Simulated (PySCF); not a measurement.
**RbCd: from the state search to spectroscopic constants**

An exercise on one series of results from a longer session: the logs are not shown, and one member is left open.

Computed with PySCF 2.14.0. Level: Rb def2-SVP with ECP28, Cd def2-SVP with ECP28, scalar-relativistic core potentials.

Set-up of the first run:

A driver script around PySCF takes these settings:

```yaml
atoms: Rb, Cd
charge: 0
basis: Rb def2-SVP with ECP28, Cd def2-SVP with ECP28
Hamiltonian: scalar-relativistic core potentials
basis_functions: 55
electrons_treated: 29
masses_in_u: 84.9118, 113.9034
levels: PBE0, PBE, r²SCAN, TPSS, PBEsol, B97-3, HF, MP2, SCS-MP2
grid: 80 radial by 434 angular points
occupations: held fixed by the projection of orbital angular momentum
dissociation_limit: Rb + Cd, each in its ground configuration
starting_distance_in_angstrom: 3.460
values_of_2S_to_try: 1, 3
```

Launch:

```sh
$ OMP_NUM_THREADS=1 python dia.py task.json out
```

Steps of the session up to this table: Set-up; The PBE0 curve of the state that the search chose; Excited determinants; PBE; r²SCAN (meta-GGA); TPSS; PBEsol; B97-3; UHF (mean field).

One table of the session follows, with a row left open; its other results are not shown here.

It belongs to the step «The curves together». Energy (eV) from each level's lowest point:

| R (Å) | UHF | UHF-MP2 | UHF-SCS-MP2 | PBE | PBEsol |
| --- | --- | --- | --- | --- | --- |
| 3.598 | 0.214 | 0.095 | 0.119 | 0.048 | 0.030 |
| 3.766 | 0.147 | 0.057 | 0.077 | 0.018 | 0.007 |
| 3.933 | 0.102 | 0.034 | 0.049 | 0.003 | 0.000 |
| 4.059 | 0.077 | 0.022 | 0.035 | 0.000 | 0.001 |
| 4.184 | ? | ? | ? | ? | ? |
| 4.309 | 0.045 | 0.008 | 0.017 | 0.004 | 0.011 |
| 4.477 | 0.031 | 0.004 | 0.010 | 0.010 | 0.021 |
| 4.686 | 0.018 | 0.001 | 0.005 | 0.021 | 0.034 |
| 4.937 | 0.008 | 0.000 | 0.002 | 0.034 | 0.050 |
| 5.272 | 0.000 | 0.001 | 0.000 | 0.050 | 0.069 |

Q: Estimate the row for R (Å) = 4.184 from the others.

Worked estimate for «UHF». A straight line through the neighbours (4.059, 0.077) and (4.309, 0.045) gives 0.077 + (0.045 − 0.077) × (4.184 − 4.059) / (4.309 − 4.059) = 0.061; a parabola fitted to 4 rows on both sides gives 0.059.

The run gave: UHF: 0.059; UHF-MP2: 0.014; UHF-SCS-MP2: 0.024; PBE: 0.001; PBEsol: 0.005. In «UHF» the line misses by +0.002 and the parabola by 0.000.

State 3 has its PBE0 minimum 3.59 eV higher. The other levels ran on the lowest alone.

Caveats from the session: The bond is weak, and basis-set superposition, which was not computed, may be a sizeable part of it.
